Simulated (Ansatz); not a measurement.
# TiRh: the cost of one run

Method: DFT PBEsol, scalar-relativistic, plane waves, PAW, in Ansatz 0.2.0.

## 1. The starting structure

Symmetry: P4/mmm, No. 123, tetragonal system. Conventional cell: a = 2.988 Å, b = 2.988 Å, c = 3.350 Å, α = 90.00°, β = 90.00°, γ = 90.00°. Ti (site symmetry 4/mmm) has 8 Rh at 2.70 Å and 4 Ti at 2.99 Å in its first shell of neighbours. Around Rh (site symmetry 4/mmm) lie 8 Ti at 2.70 Å and 4 Rh at 2.99 Å.

Structure file:

```cif
data_structure
_symmetry_space_group_name_H-M 'P4/mmm'
_symmetry_Int_Tables_number 123
_cell_length_a 2.9880
_cell_length_b 2.9880
_cell_length_c 3.3500
_cell_angle_alpha 90.000
_cell_angle_beta 90.000
_cell_angle_gamma 90.000
_cell_volume 29.91
loop_
_atom_site_label
_atom_site_type_symbol
_atom_site_symmetry_multiplicity
_atom_site_Wyckoff_symbol
_atom_site_fract_x
_atom_site_fract_y
_atom_site_fract_z
_atom_site_occupancy
Ti1 Ti 1 d 0.50000 0.50000 0.50000 1
Rh1 Rh 1 a 0.00000 0.00000 0.00000 1
```

The cell is taken as given, not relaxed at this level.

## 2. The reference cell

The reference gives a free energy of -8814.1249 eV, pressure -6.73 GPa, largest force 0.000 eV/Å and gap on the mesh none (metal). It was computed beforehand with the settings of the runs below.

## 3. The scan: biaxial against axial strain

The cell is strained by p along both x and y and by q along z, with fractional coordinates fixed.

## 4. Point p = -0.050, q = -0.050

input.yaml reads:

```yaml
crystal:
  lattice:
    - [2.8386, 0.0, 0.0]
    - [0.0, 2.8386, 0.0]
    - [0.0, 0.0, 3.1825]
  atoms:
    - { symbol: Ti, position: [0.5, 0.5, 0.5] }
    - { symbol: Rh, position: [0.0, 0.0, 0.0] }
basis:
  ecutwfc: 420
kpoints:
  mp_grid: { grid: [16, 16, 14] }
hamiltonian:
  xc: pbesol
scf:
  occupations: { method: gaussian, width: 0.15 }
output:
  forces: true
  stress: true
  eigenvalues: true
```

Started as:

```sh
$ ansatz run input.yaml --threads 1 --pin off --max-ram 2560MiB --backend cpu --events-out ev --progress --plain --runs-dir out
```

What time and memory should one allow on 1 thread of Arm Neoverse V1, shared host?

About 9.1 s, with a peak of 0.42 GiB.
